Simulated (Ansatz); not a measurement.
# BrH3O3Ti: trial inputs and their diagnosis

4 inputs were typed for BrH3O3Ti. Each is run as it stands; the log then has to tell whether the result can be used.

Method: the settings change from run to run; program: Ansatz 0.2.0, Gaussian basis.

## 1. The relaxed structure

The structure was relaxed beforehand with PBE0-D4 in a triple-zeta def2 set.

8 atoms, charge 0, spin multiplicity 1.

Atoms are counted from 1 here; the program's logs count them from 0.

Bond lengths: O1–Ti2 1.777 Å, O1–H6 0.958 Å, Ti2–O3 1.784 Å, Ti2–O4 1.778 Å, Ti2–Br5 2.380 Å, O3–H7 0.959 Å, O4–H8 0.957 Å. Angles: Ti2–O1–H6 135.0°, O1–Ti2–O3 108.6°, O1–Ti2–O4 111.8°, O1–Ti2–Br5 108.1°, O3–Ti2–O4 109.5°, O3–Ti2–Br5 110.9°, O4–Ti2–Br5 108.0°, Ti2–O3–H7 129.4°, Ti2–O4–H8 136.8°.

## 2. Try 1

Contents of in.yaml:

```yaml
crystal:
  periodic: [false, false, false]
  atoms:
    - {symbol: O, position_ang: [-0.829584, 1.066301, 1.036443]}
    - {symbol: Ti, position_ang: [0.124357, 0.130511, -0.135574]}
    - {symbol: O, position_ang: [1.797734, -0.003671, 0.469316]}
    - {symbol: O, position_ang: [-0.547926, -1.496795, -0.384412]}
    - {symbol: Br, position_ang: [0.066613, 1.276529, -2.221217]}
    - {symbol: H, position_ang: [-1.588031, 1.648977, 0.980994]}
    - {symbol: H, position_ang: [2.427111, -0.720289, 0.365881]}
    - {symbol: H, position_ang: [-1.357974, -1.958565, -0.167131]}
basis:
  gaussian: {orbitals: STO-3G, fitting: {mean_field: cc-pVTZ-jkfit}}
hamiltonian: {xc: {name: SVWN5}}
```

The run is started by

```console
$ ansatz run in.yaml --threads 4 --pin off --events-out ev --progress --plain --max-ram 11315MiB
```

What it wrote:

```text
Functional definition: SVWN5
  name "SVWN5"
  cite "Dirac, Proc. Camb. Phil. Soc. 26, 376 (1930) doi:10.1017/S0305004100016108"
  cite "Slater, Phys. Rev. 81, 385 (1951) doi:10.1103/PhysRev.81.385"
  cite "Vosko, Wilk & Nusair, Can. J. Phys. 58, 1200 (1980) doi:10.1139/p80-159"
  exchange = slater_x
  correlation = vwn5_c
Error: <dir> the basis set cc-pVTZ-JKFIT has no functions for Ti
```

It took 0.05 s on 4 threads of AMD EPYC 9R14, shared host.

What is wrong: Refused before any calculation. The fitting set named has no entry for an element of this molecule. Cure: leave the fitting key out, or name a set that covers all elements and suits the basis.

## 3. Try 2

Contents of in.yaml:

```yaml
crystal:
  periodic: [false, false, false]
  atoms:
    - {symbol: O, position_ang: [-0.829584, 1.066301, 1.036443]}
    - {symbol: Ti, position_ang: [0.124357, 0.130511, -0.135574]}
    - {symbol: O, position_ang: [1.797734, -0.003671, 0.469316]}
    - {symbol: O, position_ang: [-0.547926, -1.496795, -0.384412]}
    - {symbol: Br, position_ang: [0.066613, 1.276529, -2.221217]}
    - {symbol: H, position_ang: [-1.588031, 1.648977, 0.980994]}
    - {symbol: H, position_ang: [2.427111, -0.720289, 0.365881]}
    - {symbol: H, position_ang: [-1.357974, -1.958565, -0.167131]}
basis:
  gaussian: {orbitals: def2-TZVPP}
hamiltonian: {xc: {name: HF}}
correlation: {method: mp2, frozen_orbitals: {O: 0}}
```

The command is unchanged.

What it wrote:

```text
Functional definition: HF
  name "HF"
  cite "Fock, Z. Phys. 61, 126 (1930) doi:10.1007/BF01340294"
  parent pbe
  exchange = exact_x
  correlation = 0
Error: "frozen_orbitals" has no count for Ti
```

It took 0.05 s on 4 threads of AMD EPYC 9R14, shared host.

Diagnosis: The program refused the input. Frozen orbitals are typed for one element alone, and the program wants a count for each. To mend it, leave frozen_orbitals out, or give every element a count that its core really has.

## 4. Try 3

Contents of in.yaml:

```yaml
crystal:
  periodic: [false, false, false]
  atoms:
    - {symbol: O, position_ang: [-0.829584, 1.066301, 1.036443]}
    - {symbol: Ti, position_ang: [0.124357, 0.130511, -0.135574]}
    - {symbol: O, position_ang: [1.797734, -0.003671, 0.469316]}
    - {symbol: O, position_ang: [-0.547926, -1.496795, -0.384412]}
    - {symbol: Br, position_ang: [0.066613, 1.276529, -2.221217]}
    - {symbol: H, position_ang: [-1.588031, 1.648977, 0.980994]}
    - {symbol: H, position_ang: [2.427111, -0.720289, 0.365881]}
    - {symbol: H, position_ang: [-1.357974, -1.958565, -0.167131]}
basis:
  gaussian: {orbitals: 6-31G}
hamiltonian: {xc: {name: HF}}
correlation: {method: mp2, frozen_orbitals: {O: 0}}
scf: {lower_state_search: off}
```

Launched as before.

What it wrote:

```text
Functional definition: HF
  name "HF"
  cite "Fock, Z. Phys. 61, 126 (1930) doi:10.1007/BF01340294"
  parent pbe
  exchange = exact_x
  correlation = 0
these checks for a lower state are left out or cut short: stability, starts, cluster_reference, orbital_swaps, neighbouring_geometries, increment
Error: "frozen_orbitals" has no count for Ti
```

It took 0.05 s on 4 threads of AMD EPYC 9R14, shared host.

**Diagnosis.** The program refused the input. Frozen orbitals are typed for one element alone, and the program wants a count for each. Cure: leave frozen_orbitals out, or give every element a count that its core really has.

## 5. Try 4

Contents of in.yaml:

```yaml
crystal:
  periodic: [false, false, false]
  atoms:
    - {symbol: O, position_ang: [-0.580709, 0.639781, 0.725510]}
    - {symbol: Ti, position_ang: [0.074614, 0.091358, -0.081344]}
    - {symbol: O, position_ang: [1.078641, -0.002202, 0.328521]}
    - {symbol: O, position_ang: [-0.328756, -0.898077, -0.230647]}
    - {symbol: Br, position_ang: [0.039968, 0.893570, -1.554852]}
    - {symbol: H, position_ang: [-1.111622, 0.989386, 0.686696]}
    - {symbol: H, position_ang: [1.698978, -0.504202, 0.256117]}
    - {symbol: H, position_ang: [-0.814784, -1.370995, -0.100279]}
basis:
  gaussian: {orbitals: cc-pVDZ, final_grid: {core_spheres: 5, valence_spheres: 4, degree: 11}}
hamiltonian: {xc: {name: RPBE}}
accuracy: high
```

The command is unchanged.

What it wrote:

```text
Functional definition: RPBE
  name "RPBE"
  cite "Hammer, Hansen & Nørskov, Phys. Rev. B 59, 7413 (1999) doi:10.1103/PhysRevB.59.7413"
  cite "Perdew, Burke & Ernzerhof, Phys. Rev. Lett. 77, 3865 (1996) doi:10.1103/PhysRevLett.77.3865"
  parameter kappa = 0.804
  parameter beta = 0.06672455060314922
  exchange = rpbe_x(kappa = kappa, mu = beta*pi^2/3)
  correlation = pbe_c(beta = beta)
2840 factors; integrals over basis functions are off by at most 4.6e-9 eV
mean field evaluation 1: about -99189.6854 eV, gradient 2.1e2 eV
mean field evaluation 2: about -98066.1047 eV, gradient 6.8e2 eV
mean field evaluation 4: about -99257.1367 eV, gradient 3.0e1 eV
mean field evaluation 8: about -99258.8223 eV, gradient 3.9e-1 eV
mean field evaluation 16: about -99258.7779 eV, gradient 1.0e-3 eV
mean field -99258.77786868 eV, -3647.6928066578 hartree, gradient 2.2e-8 eV, S^2 0.000000; 0 other end points of the search recorded, 0 dependent functions left out
reference -99258.77787145 eV, -3647.6928067597 hartree; 42, 42 occupied and 85, 85 virtual orbitals, 2840 factors
Total energy: -99258.77787145 eV, -3647.6928067597 hartree
```

Wall time 3.4 s (4 threads of AMD EPYC 9R14, shared host); peak memory 0.44 GiB.

What is wrong: It ended without an error, which proves nothing about the input. The geometry is squeezed well below its size. The shortest distance is 0.64 Å (O1–H6), against 0.96 Å in the relaxed molecule. Its energy is no property of the relaxed molecule. Fix: use the relaxed coordinates.

## 6. How the tries ended

```tsv
try	level	ended	cause	time
1	SVWN5/STO-3G	refused	the fitting set named has no entry for an element of this molecule	0.05 s
2	MP2/def2-TZVPP	refused	frozen orbitals are typed for one element alone, and the program wants a count for each	0.05 s
3	MP2/6-31G	refused	frozen orbitals are typed for one element alone, and the program wants a count for each	0.05 s
4	RPBE/cc-pVDZ	converged	the geometry is squeezed well below its size	3.4 s
```

In words: 3 refused, 1 converged. A refusal costs next to no computing time. The dangerous case is the input that converges on a wrong geometry, charge, spin, basis or grid: often only a look at the input shows it.
